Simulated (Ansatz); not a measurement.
**GeNH4 (quartet): from Hartree-Fock to the top rungs at distance Ge1–H5 along a hydrogen transfer = 1.928 Å, cc-pVDZ**

The task here is to estimate one member of a computed series from the others.

Program: Ansatz 0.2.0, Gaussian basis. Level of theory: cc-pVDZ, core rule «outside noble gas», up to 15 orbitals frozen. These are calculated values, not measurements.

The runs, in order: UHF; CCSD(T) on ROHF; CCSD(T) on UHF; BCCD(T) on ROHF; CISD; CCSDT(Q) on ROHF; CCSDT(Q) on UHF; CASSCF and MRCISD+Q, 5 electrons in 5 orbitals; CASSCF and NEVPT2, 5 electrons in 5 orbitals.

10 further runs of the same task are left out: 1 for a mislabelled method, 7 that didn't finish, 2 set aside as unsound or not needed.

### The system

The geometry derives from fragments relaxed apart (PBE0/def2-TZVP) and kept rigid, so it is no stationary point. A hydrogen atom is moved between rigid fragments. No spin-orbit coupling is included. The filled d shell of Ge may be among the frozen orbitals whatever the setting's name suggests; the logs give the count.

6 atoms, charge 0, spin multiplicity 4.

Atoms are counted from 1 here; the program's logs count them from 0.

Bond lengths: Ge1–H2 1.534 Å, Ge1–H3 1.534 Å, Ge1–H4 1.534 Å, Ge1–H5 1.928 Å. Angles: H2–Ge1–H3 109.5°, H2–Ge1–H4 109.5°, H2–Ge1–H5 109.5°, H3–Ge1–H4 109.5°, H3–Ge1–H5 109.5°, H4–Ge1–H5 109.5°.

Set-up of the first run:

in.yaml

```yaml
crystal:
  periodic: [false, false, false]
  atoms:
    - {symbol: Ge, position_ang: [-0.508397, 0.000000, 0.000000]}
    - {symbol: H, position_ang: [-1.019847, 1.446599, 0.000000]}
    - {symbol: H, position_ang: [-1.019847, -0.723300, 1.252792]}
    - {symbol: H, position_ang: [-1.019847, -0.723299, -1.252792]}
    - {symbol: H, position_ang: [1.419603, 0.000000, 0.000000]}
    - {symbol: N, position_ang: [2.754603, 0.000000, 0.000000]}
basis:
  gaussian: {orbitals: cc-pVDZ}
magnetization: {spin_polarized: true, initial_magnetization: 3}
hamiltonian: {xc: hf}
output: {orbitals: {seedname: orbitals}}
```

Started as:

```
$ ansatz run in.yaml --threads 1 --pin off --events-out ev --progress --plain --max-ram 2393MiB
```

Steps of the session up to this table: UHF; CCSD(T) on ROHF; CCSD(T) on UHF; BCCD(T) on ROHF; CISD; CCSDT(Q) on ROHF; CCSDT(Q) on UHF; CASSCF and MRCISD+Q, 5 electrons in 5 orbitals; CASSCF and NEVPT2, 5 electrons in 5 orbitals.

One table of the session follows, with a row left open; its other results are not shown here.

| method | from UCCSDT(Q) (kcal/mol) |
| --- | --- |
| ROHF | +170.41 |
| UHF | +159.09 |
| RMP2 | +34.59 |
| UMP2 | +34.68 |
| CISD | +18.31 |
| RCCSD | +4.30 |
| UCCSD | +3.99 |
| RCCSD(T) | +0.95 |
| UCCSD(T) | +0.89 |
| BCCD(T) | +0.94 |
| RCCSDT | +0.25 |
| UCCSDT | +0.16 |
| RCCSDT(Q) | +0.08 |
| UCCSDT(Q) | 0 |
| CASSCF pair | +148.51 |
| NEVPT2 pair | ? |
| MRCISD pair | +14.05 |
| MRCISD+Q pair | +1.07 |

Estimate the missing values for NEVPT2 pair.

The run gave: from UCCSDT(Q) (kcal/mol): +30.80. In the column «from UCCSDT(Q) (kcal/mol)» it lies between CISD (+18.31) and RMP2 (+34.59).

Limits of these values: Restricted and unrestricted rows rest on different reference determinants; where their highest levels disagree by more than a few hundredths of an eV, they describe different states and don't form one ladder.
